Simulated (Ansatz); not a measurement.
# SiCl3 (SMILES Cl[Si](Cl)Cl): USVWN5/aug-cc-pVDZ

What is the vertical ionisation energy of SiCl3 at USVWN5/aug-cc-pVDZ? 

The calculation is run with Ansatz 0.2.0.

25 further runs of the same task are left out: 2 that didn't finish, 23 set aside as unsound or not needed.

## 1. Starting point

SiCl3 has 4 atoms, charge 0, and is taken as a doublet. As SMILES, `Cl[Si](Cl)Cl`. Geometry: relaxed at PBE0-D4/def2-TZVP.

Bond lengths: Cl1–Si2 2.043 Å, Si2–Cl3 2.043 Å, Si2–Cl4 2.043 Å. Angles: Cl1–Si2–Cl3 109.4°, Cl1–Si2–Cl4 109.4°, Cl3–Si2–Cl4 109.5°.

## 2. A single-point energy at USVWN5/aug-cc-pVDZ

job.yaml

```yaml
crystal:
  periodic: [false, false, false]
  atoms:
    - {symbol: Cl, position_ang: [-1.524800, -0.591600, 1.030100]}
    - {symbol: Si, position_ang: [0.116100, 0.389400, 0.310600]}
    - {symbol: Cl, position_ang: [1.694700, -0.903800, 0.219000]}
    - {symbol: Cl, position_ang: [-0.286000, 1.105900, -1.559700]}
basis:
  gaussian:
    orbitals: aug-cc-pVDZ
magnetization:
  spin_polarized: true
  initial_magnetization: 1
hamiltonian:
  xc: {name: SVWN5}
accuracy: high
output: {orbitals: {seedname: orbitals}}
```

Launch:

```console
$ ansatz run job.yaml --threads 1 --pin off --max-ram 3480MiB --events-out events.jsonl --progress --plain --runs-dir runs
```

The log of the run:

```text
Warning: RAYON_NUM_THREADS=1 ignored (pool sized by the plan → 1); use --threads N
Functional definition: SVWN5
  name "SVWN5"
  exchange = slater_x
  correlation = vwn5_c
2178 factors; integrals over basis functions are off by at most 3.2e-9 eV
mean field evaluation 1: about -45295.7283 eV, gradient 1.2e1 eV
mean field evaluation 2: about -45295.5984 eV, gradient 1.4e1 eV
mean field evaluation 4: about -45296.5883 eV, gradient 5.7e-1 eV
mean field evaluation 8: about -45296.5872 eV, gradient 6.7e-3 eV
mean field evaluation 16: about -45296.5872 eV, gradient 1.2e-6 eV
mean field -45296.58718054 eV, -1664.6188757554 hartree, gradient 5.4e-8 eV, S^2 0.751052; 0 other end points of the search recorded, 0 dependent functions left out
reference -45296.58718482 eV, -1664.6188759125 hartree; 33, 32 occupied and 75, 76 virtual orbitals, 2178 factors
Total energy: -45296.58718482 eV, -1664.6188759125 hartree
```

Wall time 9.3 s (1 thread of Arm Neoverse V2, shared host); peak memory 0.34 GiB.

## 3. The singlet cation, same level

Edit job.yaml of step 2 so:

```diff
@@ -10,8 +10,7 @@
     orbitals: aug-cc-pVDZ
-magnetization:
-  spin_polarized: true
-  initial_magnetization: 1
+total_charge: 1
+output:
+  orbitals: {seedname: orbitals}
+accuracy: high
 hamiltonian:
   xc: {name: SVWN5}
-accuracy: high
-output: {orbitals: {seedname: orbitals}}
```

Launch:

```console
$ ansatz run job.yaml --threads 1 --pin off --max-ram 3480MiB --events-out events.jsonl --progress --plain --runs-dir runs
```

The log of the run:

```text
Warning: RAYON_NUM_THREADS=1 ignored (pool sized by the plan → 1); use --threads N
[... 4 set-up lines as earlier in the session ...]
2178 factors; integrals over basis functions are off by at most 3.2e-9 eV
mean field evaluation 1: about -45284.0831 eV, gradient 3.4e1 eV
mean field evaluation 2: about -45278.1683 eV, gradient 5.6e1 eV
mean field evaluation 4: about -45287.5609 eV, gradient 2.7e0 eV
mean field evaluation 8: about -45287.5767 eV, gradient 5.2e-2 eV
mean field evaluation 16: about -45287.5767 eV, gradient 1.4e-6 eV
mean field -45287.57674759 eV, -1664.2877484519 hartree, gradient 9.1e-8 eV, S^2 0.000000; 0 other end points of the search recorded, 0 dependent functions left out
reference -45287.57675415 eV, -1664.2877486930 hartree; 32, 32 occupied and 76, 76 virtual orbitals, 2178 factors
Total energy: -45287.57675415 eV, -1664.2877486930 hartree
```

Wall time 6.9 s (1 thread of Arm Neoverse V2, shared host); peak memory 0.29 GiB.

## 4. What came out

Level: USVWN5/aug-cc-pVDZ.

| quantity | value |
| --- | --- |
| doublet SiCl3: total energy | -1664.61888 Eh |
| doublet SiCl3: HOMO energy (highest over α and β) | -5.96 eV |
| doublet SiCl3: LUMO energy (lowest over α and β) | -4.86 eV |
| doublet SiCl3: ⟨S²⟩ | 0.751 |
| singlet cation: total energy | -1664.28775 Eh |
| singlet cation: HOMO energy | -13.85 eV |
| singlet cation: LUMO energy | -12.00 eV |
| singlet cation: HOMO–LUMO gap | 1.85 eV |
| vertical ionisation energy (to the singlet cation) | 9.010 eV |

What this shows: Removing an electron at fixed nuclei costs 9.01 eV (869 kJ/mol). Only the singlet of the ionised species was computed; a triplet could lie lower.
